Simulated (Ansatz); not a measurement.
**H₃BrN−: a short trajectory**

Aim: follow the atoms for 40 steps of 0.5 fs with a Langevin thermostat, with velocities drawn for 300 K.

Method: PBE0-D4/def2-SVP; program: Ansatz 0.2.0, Gaussian basis.

## Step 1: Starting geometry

The start, a pair relaxed at PBE0-D4: SMILES `[Br-].N`, 5 atoms, charge -1, spin multiplicity 1.

Atoms are counted from 1 here; the program's logs count them from 0.

Bond lengths: N2–H3 1.015 Å, N2–H4 1.028 Å, N2–H5 1.015 Å. Angles: H3–N2–H4 104.1°, H3–N2–H5 105.1°, H4–N2–H5 104.1°.

As a file:

```
atom     x (Å)     y (Å)     z (Å)
 Br1  -0.13483   0.12268  -2.70228
  N2  -0.15057   0.14590   0.85603
  H3  -0.27330  -0.85126   1.00263
  H4  -0.28169   0.26893  -0.15634
  H5   0.84039   0.31375   0.99996
```

## Step 2: The run

Contents of md/in.yaml:

```yaml
crystal:
  periodic: [false, false, false]
  atoms:
    - {symbol: Br, position_ang: [-0.134831, 0.122684, -2.702280]}
    - {symbol: N, position_ang: [-0.150571, 0.145903, 0.856030]}
    - {symbol: H, position_ang: [-0.273300, -0.851263, 1.002633]}
    - {symbol: H, position_ang: [-0.281690, 0.268925, -0.156344]}
    - {symbol: H, position_ang: [0.840390, 0.313750, 0.999961]}
basis:
  gaussian: {orbitals: def2-SVP}
total_charge: -1
hamiltonian: {xc: pbe0, dispersion: d4}
md: {n_steps: 40, timestep: 0.5, temperature: 300, ensemble: nvt_langevin, seed: 452, friction: 0.01, initial_velocities: maxwell_boltzmann}
```

Launch:

```
$ ansatz run in.yaml --threads 2 --pin off --events-out ev --progress --plain --max-ram 5222MiB
```

What does the calculation give? Wanted: temperature at the start; mean temperature, second half; lowest and highest potential energy, from the first frame; largest change of potential + kinetic.

The runs gave:

| quantity | value |
| --- | --- |
| length | 40 steps, 20.0 fs |
| temperature at the start | 240 K |
| mean temperature, second half | 245 K |
| lowest and highest potential energy, from the first frame | -3 and 163 meV |
| largest change of potential + kinetic | 113.8 meV |

What this shows: The thermostat trades energy with the molecule, so the sum of potential and kinetic energy isn't conserved: it changes by +114 meV over the run. The mean temperature of the second half is still well below the 300 K set. The temperature runs between 129 and 408 K. No bond breaks or forms, judged by distance. Under Langevin the temperature counts 3N degrees of freedom, more than the drawn velocities fill, so it starts at 240 K, not 300 K.
